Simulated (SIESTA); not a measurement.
Runs of SIESTA 5.4.2 on Ba2Tl5V3O12. The structure is trigonal, space group P-3m1 (No. 164). Conventional cell: a = 8.154 Å, b = 8.154 Å, c = 6.921 Å, α = 90.00°, β = 90.00°, γ = 120.00°. Ba (site symmetry 3m) is surrounded by 6 O at 2.80 Å. V (site symmetry 2/m) has 4 O at 1.82 Å as nearest neighbours. Tl (site symmetry 2/m) has 4 O at 2.53 Å as nearest neighbours. Tl (site symmetry 3m) has 6 O at 2.73 Å and 3 V at 2.82 Å and 3 Tl at 3.03 Å as nearest neighbours. O (site symmetry 1) is surrounded by 1 V at 1.82 Å. The cell was built by a generator and needn't be a form met in nature.

```csv
task,level,potentials or basis,spin,U,cell,hubbard projector method,U from the first cycle,broadening (eV),window from (eV),window to (eV),gap on the mesh (eV),pressure (GPa),moment (μB),largest force (eV/Å)
band structure,PBE,"PseudoDojo 0.4 standard (PBE files), DZP (energy shift 0.003 Ry; two zetas on semicore shells; d shell added on Ba)","collinear, ferromagnetic start",-,as given,-,-,-,-,-,none,1.6,0.00,0.22
band structure,PBE,"PseudoDojo 0.4 standard (PBE files, fully relativistic), DZP (energy shift 0.003 Ry; two zetas on semicore shells; d shell added on Ba)","non-collinear, ferromagnetic start, SOC",-,as given,-,-,-,-,-,none,1.4,0.00,0.23
density of states,PBE,"PseudoDojo 0.4 standard (PBE files), DZP (energy shift 0.003 Ry; two zetas on semicore shells; d shell added on Ba)","collinear, ferromagnetic start",-,as given,1,yes,0.05 eV,-10 eV,10 eV,none,1.6,0.00,0.22
band structure,PBE,"PseudoDojo 0.4 standard (PBE files), TZP (energy shift 0.003 Ry; two zetas on semicore shells; d shell added on Ba)","collinear, ferromagnetic start",-,as given,-,-,-,-,-,none,1.4,0.00,0.18
density of states,PBE+U,"PseudoDojo 0.4 standard (PBE files), DZP (energy shift 0.003 Ry; two zetas on semicore shells; d shell added on Ba)","collinear, ferromagnetic start",V d U = 2 eV,as given,1,yes,0.05 eV,-10 eV,10 eV,none,2.0,0.00,0.33
band structure,RPBE,"PseudoDojo 0.4 standard (PBE files), DZP (energy shift 0.003 Ry; two zetas on semicore shells; d shell added on Ba)","collinear, ferromagnetic start",-,as given,-,-,-,-,-,none,4.3,0.00,(a)
band structure,PBEsol,"PseudoDojo 0.4 standard (PBEsol files), DZP (energy shift 0.003 Ry; two zetas on semicore shells; d shell added on Ba)","collinear, ferromagnetic start",-,as given,-,-,-,-,-,none,(b),0.00,0.07
single point,PBE,"PseudoDojo 0.4 standard (PBE files), DZP (energy shift 0.003 Ry; two zetas on semicore shells; d shell added on Ba)","collinear, ferromagnetic start",-,"atoms moved at random, drawn with an rms of 0.05 Å",-,-,-,-,-,none,1.6,0.00,1.44
band structure,LDA,"PseudoDojo 0.4 standard (LDA files), DZP (energy shift 0.003 Ry; two zetas on semicore shells; d shell added on Ba)","collinear, ferromagnetic start",-,as given,-,-,-,-,-,none,(c),0.00,0.25
```

Alike in all rows: k mesh 4 × 4 × 4; smearing fermi-dirac 0.05 eV; grid cutoff 800 Ry; energy shift 0.003 Ry.

**Question.** Fill in the values left out.

**Answer.** (a) 0.32; (b) -2.3; (c) -5.4.

Caveats: this set's barium file shifts pressures by up to 1 GPa against other sets; the basis of atomic orbitals isn't converged, which shifts pressures, moduli and gaps; semilocal functionals often make such compounds metallic where correlation or magnetic order opens a gap, which also shifts bond lengths (some runs); spin-orbit coupling is left out, which moves the levels of the heavy elements (some runs); the potentials were made for another functional, which shifts forces and pressure (some runs).

A k mesh can miss the band edges, and rows without SOC leave out spin-orbit coupling on Ba, Tl.

A gap of «none» marks a metal or a gap under the smearing width.
